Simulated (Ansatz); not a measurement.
# F₂H₄SSi₂: one species, many methods

An exercise on one series of results from a longer session: the logs are not shown, and one member is left open.

The runs use Ansatz 0.2.0, Gaussian basis; functionals in def2-TZVPP, the program's frozen cores in correlated methods.

Levels to be run: PBE-D4, r2SCAN-D4, PBE0-D4, B3LYP-D4, ωB97X-V, ωB97M-V, B2PLYP; CCSD(T)/def2-TZVPP; MP2/def2-QZVPP; extrapolation to the limit.

### Structure used throughout

An earlier PBE0-D4 in a triple-zeta def2 set relaxation fixed the geometry.

SMILES `F[SiH2]S[SiH2]F`, 9 atoms, charge 0, spin multiplicity 1.

Atoms are counted from 1 here; the program's logs count them from 0.

Bond lengths: F1–Si2 1.595 Å, Si2–S3 2.124 Å, Si2–H6 1.479 Å, Si2–H7 1.477 Å, S3–Si4 2.124 Å, Si4–F5 1.595 Å, Si4–H8 1.477 Å, Si4–H9 1.479 Å. Angles: F1–Si2–S3 110.6°, F1–Si2–H6 107.3°, F1–Si2–H7 108.0°, S3–Si2–H6 110.6°, S3–Si2–H7 107.2°, H6–Si2–H7 113.1°, Si2–S3–Si4 97.9°, S3–Si4–F5 110.6°, S3–Si4–H8 107.2°, S3–Si4–H9 110.6°, F5–Si4–H8 108.0°, F5–Si4–H9 107.3°, H8–Si4–H9 113.1°.

The first run:

in.yaml reads:

```yaml
crystal:
  periodic: [false, false, false]
  atoms:
    - {symbol: F, position_ang: [-1.809427, -0.798995, 1.528556]}
    - {symbol: Si, position_ang: [-1.148910, 0.553124, 0.998498]}
    - {symbol: S, position_ang: [-0.842684, 0.462926, -1.101002]}
    - {symbol: Si, position_ang: [1.049479, -0.500986, -1.078723]}
    - {symbol: F, position_ang: [2.223019, 0.568587, -0.922905]}
    - {symbol: H, position_ang: [0.139173, 0.719195, 1.706190]}
    - {symbol: H, position_ang: [-2.098208, 1.655368, 1.255061]}
    - {symbol: H, position_ang: [1.214154, -1.171437, -2.384604]}
    - {symbol: H, position_ang: [1.147405, -1.430182, 0.067827]}
basis:
  gaussian: {orbitals: def2-TZVPP}
hamiltonian: {xc: pbe, dispersion: d4}
output: {forces: true, orbitals: {seedname: orbitals}}
```

On the command line:

```bash
ansatz run in.yaml --threads 4 --pin off --events-out ev --progress --plain --max-ram 10444MiB
```

Among the steps run: PBE-D4 (GGA); r2SCAN-D4 (meta-GGA); PBE0-D4 (hybrid); B3LYP-D4 (hybrid); ωB97X-V (range-separated); ωB97M-V (range-separated); B2PLYP (double hybrid); CCSD(T) in def2-TZVPP; MP2 in def2-QZVPP.

One of the session's tables, all rows but one given; the rest of the session is left out.

| method | atomisation energy (kcal/mol) |
| --- | --- |
| PBE-D4 | 748.5 |
| r2SCAN-D4 | 751.0 |
| PBE0-D4 | 738.4 |
| B3LYP-D4 | 743.4 |
| ωB97X-V | 755.3 |
| ωB97M-V | 752.3 |
| B2PLYP | 738.2 |
| HF/def2-TZVPP | ? |
| MP2/def2-TZVPP | 745.8 |
| CCSD/def2-TZVPP | 719.3 |
| CCSD(T)/def2-TZVPP | 729.5 |
| MP2/CBS | 770.4 |
| CCSD(T)/CBS | 754.0 |

**Question.** Estimate the row for HF/def2-TZVPP.

**Answer.** atomisation energy (kcal/mol): 562.8. In the column «atomisation energy (kcal/mol)» it is the lowest.
